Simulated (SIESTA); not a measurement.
## BiTe: equation of state with PBEsol

The system is BiTe.

```
CELL_PARAMETERS angstrom
2.42271 1.39875 3.31729
-2.42271 1.39875 3.31729
0.00000 -2.79750 3.31729
ATOMIC_POSITIONS crystal
Bi 0.50000 0.50000 0.50000
Te 0.00000 0.00000 0.00000
```

The cell comes from a database or a generator and needn't be the stable form of this composition.

| Property | Result |
| --- | --- |
| Program | SIESTA 5.4.2 |
| Task | equation of state |
| Functional | PBEsol |
| Potentials or basis | PseudoDojo 0.4 standard (PBEsol files) |
| Basis | DZP (energy shift 0.003 Ry; two zetas on semicore shells) |
| Grid cutoff | 500 Ry |
| Energy shift | 0.003 Ry |
| k mesh | 7 × 7 × 7 |
| Occupations | fermi-dirac, width 0.05 eV |
| Spin | no spin polarisation |

| Quantity | Value |
| --- | --- |
| Equilibrium volume | 32.75 Å³/atom |
| Bulk modulus at fixed shape and positions | 53 GPa |
| Pressure derivative of the bulk modulus | 4.3 |

Energy against volume, from the lowest point:
| volume (Å³/atom) | energy (meV/atom) |
| --- | --- |
| 31.701 | 5.44 |
| 32.376 | 0.22 |
| 33.050 | 0.00 |
| 33.725 | 4.14 |
| 34.399 | 12.15 |
| 35.074 | 23.84 |
| 35.748 | 38.65 |

All runs of the series together: 2.6 min on 1 thread of Arm Neoverse V2, on a shared host.

Caveat: the cell was scaled at fixed shape and fractional positions, which overstates the stiffness of a crystal with free parameters, most of all of layers and chains; the basis of atomic orbitals isn't converged, which shifts pressures, moduli and gaps.
